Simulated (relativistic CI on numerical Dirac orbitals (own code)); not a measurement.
# Fe³⁺: K-beta emission multiplets

Aim: the K-beta emission spectrum of Fe³⁺ in 3 surroundings, from the same atomic integrals.

Program: relativistic CI on numerical Dirac orbitals (own code) version 1. Level of theory: Dirac-Coulomb-Breit CI, KLI orbitals optimised for each configuration, model QED (radiative potential, 1s self-energy scaled to tabulated hydrogen-like ionisation energies), valence Slater integrals scaled by 0.8, multiplet model of X-ray emission after core ionisation in a parametric crystal field. These are calculated values, not measurements, unless marked.

## 1. Starting point

```
ion            : Fe³⁺ (Fe IV)
nuclear charge : 26
electrons      : 23
configurations : [Ar] 3d5 → 1s 2s2 2p6 3s2 3p6 3d5 → [Ne] 3s2 3p5 3d5
temperature    : 80 K
widths         : Lorentz 1.6 eV, Gauss 1 eV
surrounding 1  : Oh, 10Dq = 25900 cm⁻¹
surrounding 2  : Oh, 10Dq = 33150 cm⁻¹
surrounding 3  : Oh, 10Dq = 40400 cm⁻¹
```

## 2. Surrounding 1: Oh, 10Dq = 25900

Settings of the run:

```ini
atom Fe  Z=26  charge=3  electrons=23
nucleus A=56  rms_radius_fm=3.7377
hamiltonian dirac-coulomb  breit=on  qed=on  c_scale=1
orbitals kli  potential=per-configuration
slater_scale 0.8
correlation none
mixing on
configurations
  [Ar] 3d5
  1s 2s2 2p6 3s2 3p6 3d5
  [Ne] 3s2 3p5 3d5
end
emission K-beta T=80 lorentz=1.6 gauss=1.0
crystal_field Oh 10Dq=25900
```

## 3. Surrounding 2: Oh, 10Dq = 33150

Changes to the settings of step 2:

```diff
@@ -13,2 +13,2 @@
 emission K-beta T=80 lorentz=1.6 gauss=1.0
-crystal_field Oh 10Dq=25900
+crystal_field Oh 10Dq=33150
```

## 4. Surrounding 3: Oh, 10Dq = 40400

Changes to the settings of step 3:

```diff
@@ -13,2 +13,2 @@
 emission K-beta T=80 lorentz=1.6 gauss=1.0
-crystal_field Oh 10Dq=33150
+crystal_field Oh 10Dq=40400
```

(Steps that only read results are left out.)

**Question.** What will these runs give? Wanted: highest peak, first run; ground spin.

The runs gave:

| surrounding | ground S | centroid (eV) | spread (eV) | up to four highest peaks (% of the highest), eV |
| --- | --- | --- | --- | --- |
| 1: Oh | 0.52 | 7057.36 | 5.56 | 7047.0 (10), 7050.0 (13), 7061.0 (100) |
| 2: Oh | 0.50 | 7057.37 | 5.47 | 7043.8 (8), 7046.2 (9), 7048.8 (11), 7060.8 (100) |
| 3: Oh | 0.50 | 7057.38 | 5.45 | 7044.8 (8), 7047.8 (10), 7051.0 (9), 7060.6 (100) |

| quantity | value |
| --- | --- |
| highest peak, first run | 7061.0 eV |
| ground spin (effective S from ⟨S²⟩) | 0.52 |

**Reading.** The position of the maximum differs by up to 0.4 eV between the surroundings, by shifts of peaks or by peaks exchanging rank. Photon energies are those of the free ion; lines in solids lie a few eV away.
